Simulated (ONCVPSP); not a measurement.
# Pseudopotential generation for Co: ONCV, PBE

Aim: build the potential from the settings below, then test how well it stands in for the atom: other configurations, scattering, ghost states and the plane-wave cutoff that it needs.

Program: ONCVPSP 4.0.1.1 (patched build). Reference atom: PBE, scalar-relativistic, spherical and spin-unpolarised. All values are calculated.

## (1) The design

Typed settings, in words:

```json
{
  "element": "cobalt (Co, Z = 27)",
  "type": "optimised norm-conserving Vanderbilt (ONCV)",
  "frozen core": "[Ar]",
  "valence charge": "9",
  "reference configuration": "3d7 4s1 (charge +1)",
  "partial waves": "4s: rc 2.05 bohr, ncon 4, nbas 9, qcut 3.6 1/bohr, 2 projectors, debl 1.9 Ha; p scattering state at 0.23 Ha: rc 1.80 bohr, ncon 3, nbas 6, qcut 4.5 1/bohr, 3 projectors, debl 1.1 Ha; 3d: rc 1.00 bohr, ncon 3, nbas 8, qcut 15.8 1/bohr, 3 projectors, debl 3 Ha",
  "local potential": "polynomial inside 0.70 bohr (lpopt 1, dvloc0 1 Ha)",
  "core correction": "Teter function, fcfact 3.5, rcfact 1.4"
}
```

The nodes and maxima of the atom's own shells, from an earlier all-electron run, set the scale for the radii.

All-electron outer shells of the reference configuration (PBE, scalar-relativistic, ld1.x):

```csv
shell,level (eV),outermost node (bohr),outermost maximum (bohr)
3p,-74.47,0.28,0.68
3d,-16.96,–,0.66
4s,-12.76,0.96,2.21
4p,-7.47,1.04,2.76
```

## (2) The generation run

The input, Co.dat:

```
# ATOM AND REFERENCE CONFIGURATION
# atsym  z   nc   nv     iexc    psfile
  Co 27.00    5    2        4      upf
#
#   n    l    f
    1    0    2.00
    2    0    2.00
    2    1    6.00
    3    0    2.00
    3    1    6.00
    3    2    7.00
    4    0    1.00
#
# PSEUDOPOTENTIAL AND OPTIMIZATION
# lmax
    2
#
#   l,   rc,      ep,       ncon, nbas, qcut
    0    2.05    0.00    4    9    3.60
    1    1.80    0.23    3    6    4.50
    2    1.00    0.00    3    8   15.80
#
# LOCAL POTENTIAL
# lloc, lpopt,  rc(5),   dvloc0
    4    1    0.70    1.00
#
# VANDERBILT-KLEINMAN-BYLANDER PROJECTORs
# l, nproj, debl
    0    2    1.90
    1    3    1.10
    2    3    3.00
#
# MODEL CORE CHARGE
# icmod, fcfact, rcfact
    3    3.50    1.40
#
# LOG DERIVATIVE ANALYSIS
# epsh1, epsh2, depsh
   -2.00    5.00    0.02
#
# OUTPUT GRID
# rlmax, drl
    6.00    0.01
#
# TEST CONFIGURATIONS
# ncnf
    4
# nvcnf
#   n    l    f
    2
    3    2    7.00
    4    0    2.00
#
    2
    3    2    7.00
    4    0    0.00
#
    2
    3    2    6.00
    4    0    0.00
#
    2
    3    2    7.00
    4    0    1.50
#
```

Run with:

```
oncvpsp.x < Co.dat > Co.out
```

**Question.** What will these runs give? Wanted: cutoffs for 1 and 0.1 mHa per electron, occupied waves; bound ghosts; GHOST(+) flags; largest test error; largest phase difference near zero energy, channels read; rms error of d²Exc/dn², without and with the model core.

As calculated:

| quantity | value |
| --- | --- |
| cutoffs for 1 and 0.1 mHa per electron, occupied waves | 91 Ha and 103 Ha |
| bound ghosts | s at -192.70 eV, p at -837.56 eV, p at -63.29 eV |
| GHOST(+) flags | none at low energy |
| largest test error (AE − PS) | -138 meV, for 3d6 4s0 |
| largest phase difference near zero energy, channels read | 0.000 rad |
| rms error of d²Exc/dn², without and with the model core | 11.28 and 5.87 mHa |

In words: A bound ghost (s, p) makes it unfit for use: electrons can fall into a state that the atom doesn't have. By total energies transferability is fair for so large an energy: the largest error is 138 meV on 52.7 eV, for 3d6 4s0. That test lies far up in energy; among those under 40 eV, nearer to bonding, the largest error is 17 meV. The potential is very hard: the looser tolerance needs 91 Ha. At the looser tolerance the 3d wave is the slowest; 4s needs 5 Ha. Near zero energy the phases of the channels with partial waves agree within 0.001 rad. All of this concerns the isolated atom, not yet a solid.
